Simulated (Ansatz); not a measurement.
# Al32Si: the cost of one run

All numbers below are computed with Ansatz 0.2.0 (DFT PBE+D3(BJ), plane waves, PAW, scalar-relativistic, no spin polarisation).

1 further run of the same task is left out (it didn't finish).

### 1 The system as given

The cell holds 33 atoms (Al32Si): a = 8.100 Å, b = 8.100 Å, c = 8.100 Å, α = 90.00°, β = 90.00°, γ = 90.00°.

Its coordinates follow in the input file.

### 2 End point A

File input.yaml:

```yaml
crystal:
  lattice:
    - [8.1, 0.0, 0.0]
    - [0.0, 8.1, 0.0]
    - [0.0, 0.0, 8.1]
  atoms:
    - { symbol: Al, position: [0.5, 0.0, 0.0] }
    - { symbol: Al, position: [0.75, 0.25, 0.0] }
    - { symbol: Al, position: [0.75, 0.0, 0.25] }
    - { symbol: Al, position: [0.0, 0.0, 0.0] }
    - { symbol: Al, position: [0.25, 0.25, 0.0] }
    - { symbol: Al, position: [0.5, 0.5, 0.0] }
    - { symbol: Al, position: [0.75, 0.75, 0.0] }
    - { symbol: Al, position: [0.25, 0.0, 0.25] }
    - { symbol: Al, position: [0.5, 0.25, 0.25] }
    - { symbol: Al, position: [0.75, 0.5, 0.25] }
    - { symbol: Al, position: [0.5, 0.0, 0.5] }
    - { symbol: Al, position: [0.75, 0.25, 0.5] }
    - { symbol: Al, position: [0.75, 0.0, 0.75] }
    - { symbol: Al, position: [0.0, 0.5, 0.0] }
    - { symbol: Al, position: [0.25, 0.75, 0.0] }
    - { symbol: Al, position: [0.0, 0.25, 0.25] }
    - { symbol: Al, position: [0.25, 0.5, 0.25] }
    - { symbol: Al, position: [0.5, 0.75, 0.25] }
    - { symbol: Al, position: [0.0, 0.0, 0.5] }
    - { symbol: Al, position: [0.25, 0.25, 0.5] }
    - { symbol: Al, position: [0.5, 0.5, 0.5] }
    - { symbol: Al, position: [0.75, 0.75, 0.5] }
    - { symbol: Al, position: [0.25, 0.0, 0.75] }
    - { symbol: Al, position: [0.5, 0.25, 0.75] }
    - { symbol: Al, position: [0.75, 0.5, 0.75] }
    - { symbol: Al, position: [0.0, 0.75, 0.25] }
    - { symbol: Al, position: [0.0, 0.5, 0.5] }
    - { symbol: Al, position: [0.25, 0.75, 0.5] }
    - { symbol: Al, position: [0.0, 0.25, 0.75] }
    - { symbol: Al, position: [0.25, 0.5, 0.75] }
    - { symbol: Al, position: [0.5, 0.75, 0.75] }
    - { symbol: Al, position: [0.0, 0.75, 0.75] }
    - { symbol: Si, position: [0.7585628, 0.2508911, 0.2451735] }
basis:
  ecutwfc: 420.0
kpoints:
  mp_grid: { grid: [2, 2, 2] }
hamiltonian:
  xc: pbe
  dispersion: d3bj
  pseudopotentials: { kind: paw, azcp: { folder: soft_1 } }
scf:
  occupations: { method: gaussian, width: 0.05 }
  lower_state_search: "off"
relax:
  f_tol: 0.03
  max_steps: 60
  adjacent_minimum: "off"
```

Command:

```console
> ansatz run input.yaml --threads 2 --pin off --max-ram 5120MiB --backend cpu --events-out ev --progress --plain --runs-dir out
```

**Question.** How long does this run take on 2 threads of Intel Xeon Platinum 8375C at 2.90GHz (Ice Lake), shared host, and how much memory does it need?

About 43 s, with a peak of 1.1 GiB.
